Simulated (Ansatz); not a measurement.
# CH7GeInO: basis-set convergence

One table from this session's results is given with a row withheld; the runs are named, their logs left out.

Computed with Ansatz 0.2.0, Gaussian basis. Level: one geometry, several basis sets.

Levels to be run: PBE0-D4/def2-SVP; ωB97M-V/def2-SVP; PBE0-D4/def2-QZVPP; ωB97M-V/def2-QZVPP; the functionals' def2-TZVPP values are taken from earlier runs.

## Structure used throughout

The geometry comes from an earlier relaxation with PBE0-D4 in a triple-zeta def2 set; it is a stationary point, not always the lowest conformer. In takes the def2 core potential; no spin-orbit term is included.

SMILES `[GeH3][O][CH2][InH2]`, 11 atoms, charge 0, spin multiplicity 1.

Atoms are counted from 1 here; the program's logs count them from 0.

Bond lengths: Ge1–O2 1.784 Å, Ge1–H5 1.542 Å, Ge1–H6 1.532 Å, Ge1–H7 1.542 Å, O2–C3 1.414 Å, C3–In4 2.176 Å, C3–H8 1.101 Å, C3–H9 1.101 Å, In4–H10 1.734 Å, In4–H11 1.725 Å. Angles: O2–Ge1–H5 108.7°, O2–Ge1–H6 105.5°, O2–Ge1–H7 108.6°, H5–Ge1–H6 112.1°, H5–Ge1–H7 109.7°, H6–Ge1–H7 112.1°, Ge1–O2–C3 116.9°, O2–C3–In4 110.3°, O2–C3–H8 111.8°, O2–C3–H9 111.8°, In4–C3–H8 108.4°, In4–C3–H9 108.4°, H8–C3–H9 106.0°, C3–In4–H10 118.9°, C3–In4–H11 120.4°, H10–In4–H11 120.7°.

Set-up of the first run:

in.yaml reads:

```yaml
crystal:
  periodic: [false, false, false]
  atoms:
    - {symbol: Ge, position_ang: [-0.194096, 2.107832, 0.482567]}
    - {symbol: O, position_ang: [0.492012, 0.466868, 0.345428]}
    - {symbol: C, position_ang: [-0.312228, -0.512660, -0.282076]}
    - {symbol: In, position_ang: [0.725806, -2.424128, -0.326148]}
    - {symbol: H, position_ang: [-0.497808, 2.635555, -0.933863]}
    - {symbol: H, position_ang: [0.879259, 2.941869, 1.190050]}
    - {symbol: H, position_ang: [-1.499236, 2.029556, 1.299586]}
    - {symbol: H, position_ang: [-0.566765, -0.231237, -1.315675]}
    - {symbol: H, position_ang: [-1.271397, -0.650137, 0.240848]}
    - {symbol: H, position_ang: [-0.061060, -3.789247, -1.049840]}
    - {symbol: H, position_ang: [2.305504, -2.574271, 0.349122]}
basis:
  gaussian: {orbitals: def2-SVP}
hamiltonian: {xc: pbe0, dispersion: d4}
output: {orbitals: {seedname: orbitals}}
```

Run with:

```console
$ ansatz run in.yaml --threads 4 --pin off --events-out ev --progress --plain --max-ram 10444MiB
```

Among the steps run: PBE0-D4 in def2-SVP; ωB97M-V in def2-SVP; PBE0-D4 in def2-QZVPP; ωB97M-V in def2-QZVPP.

One table of the session follows, with a row left open; its other results are not shown here.

It belongs to the step «Functionals by basis». 

| functional | basis | HOMO (eV) | LUMO (eV) |
| --- | --- | --- | --- |
| PBE0-D4 | def2-SVP | ? | ? |
| PBE0-D4 | def2-TZVPP | -6.85 | -1.56 |
| PBE0-D4 | def2-QZVPP | -6.87 | -1.57 |
| ωB97M-V | def2-SVP | -8.93 | 0.04 |
| ωB97M-V | def2-TZVPP | -9.01 | -0.13 |
| ωB97M-V | def2-QZVPP | -9.03 | -0.17 |

Estimate the missing values for PBE0-D4, def2-SVP.

The run gave: HOMO (eV): -6.79; LUMO (eV): -1.50. In the column «HOMO (eV)» it is the highest.
